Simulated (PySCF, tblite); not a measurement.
**C4H9O2P: geometry, infrared bands and NMR shifts**

Aim: predict the infrared bands and NMR shifts of C4H9O2P (`C[P@@](=O)(O)C1CC1`).

The runs use tblite 0.8.0 and PySCF 2.14.0, with density-fitted response routines of our own; the level of theory stands in each step. All values are computed, except where a source is named. Atoms count from 0, in the outputs and in this text.

**1. The starting structure**

16 atoms, charge 0, multiplicity 1; geometry from: force field or distance geometry start.

Bonds of the start (Å): C0–P1 1.77, P1–O2 1.50, P1–O3 1.61, P1–C4 1.80, C4–C5 1.51, C5–C6 1.50, C6–C4 1.51, C0–H7 1.09, C0–H8 1.09, C0–H9 1.09, O3–H10 0.97, C4–H11 1.08, C5–H12 1.08, C5–H13 1.09, C6–H14 1.09, C6–H15 1.07.

**2. Geometry optimisation with GFN2-xTB**

What the job is given:

```
{"job": {"kind": "relax", "xc": "GFN2-xTB", "basis": "xTB"}, "charge": 0, "multiplicity": 1}
C      2.075500    -0.947700    -0.232500
P      1.013500     0.408400     0.189800
O      1.426300     1.251900     1.362200
O      0.807000     1.269100    -1.150700
C     -0.610800    -0.215900     0.639500
C     -1.629900    -0.506100    -0.442000
C     -1.826200     0.661800     0.486100
H      2.215700    -1.610500     0.624900
H      3.055300    -0.589800    -0.547600
H      1.635100    -1.529500    -1.047600
H      0.367700     2.115700    -0.968800
H     -0.600700    -0.880100     1.492100
H     -2.267700    -1.371600    -0.303000
H     -1.361100    -0.294400    -1.473300
H     -2.598700     0.587000     1.252700
H     -1.708700     1.660600     0.106800
```

Launch:

```console
> OMP_NUM_THREADS=1 python probes_run.py task.json out
```

The driver reads the jobs from task.json and runs them one after another.

**Question.** This job is followed by: GFN2-xTB harmonic vibrations, gas phase; GIAO PBE0/pcSseg-1 NMR shielding, non-relativistic, gas phase. Predict these results of the whole session: strongest single infrared mode (GFN2-xTB); zero-point energy (GFN2-xTB); ¹³C shifts against TMS (PBE0/pcSseg-1); ¹H shifts against TMS (PBE0/pcSseg-1, means over atoms taken as alike); ³¹P shifts against H3PO4 (PBE0/pcSseg-1); ¹⁷O shifts against H2O (PBE0/pcSseg-1).

**Answer**, as computed:

| quantity | value |
| --- | --- |
| strongest single infrared mode (GFN2-xTB) | 1262 cm⁻¹, 282 km/mol |
| zero-point energy (GFN2-xTB) | 78.9 kcal/mol |
| ¹³C shifts against TMS (PBE0/pcSseg-1) | 20.0, 14.8, 4.3, 2.9 ppm |
| ¹H shifts against TMS (PBE0/pcSseg-1, means over atoms taken as alike) | 1.85, 1.38, 0.80, 0.78, 0.76, 0.61, 0.59 ppm |
| ³¹P shifts against H3PO4 (PBE0/pcSseg-1) | 37.0 ppm |
| ¹⁷O shifts against H2O (PBE0/pcSseg-1) | 155.4, 100.0 ppm |

What this shows: The optimisation took 55 steps and gained 0.283 eV; among the close pairs (by a distance rule), C0–P1 changed most, from 1.773 to 1.830 Å. No mode is imaginary among the 42: a minimum at this level. The strongest single mode, at 1262 cm⁻¹, moves mainly O2 and P1. GFN2-xTB is a fitted tight-binding method: band positions and strengths are rough. Its intensities can rank the bands wrongly. At PBE0/pcSseg-1: The largest span, 201 ppm, is at P1, where the paramagnetic term is -683 ppm.
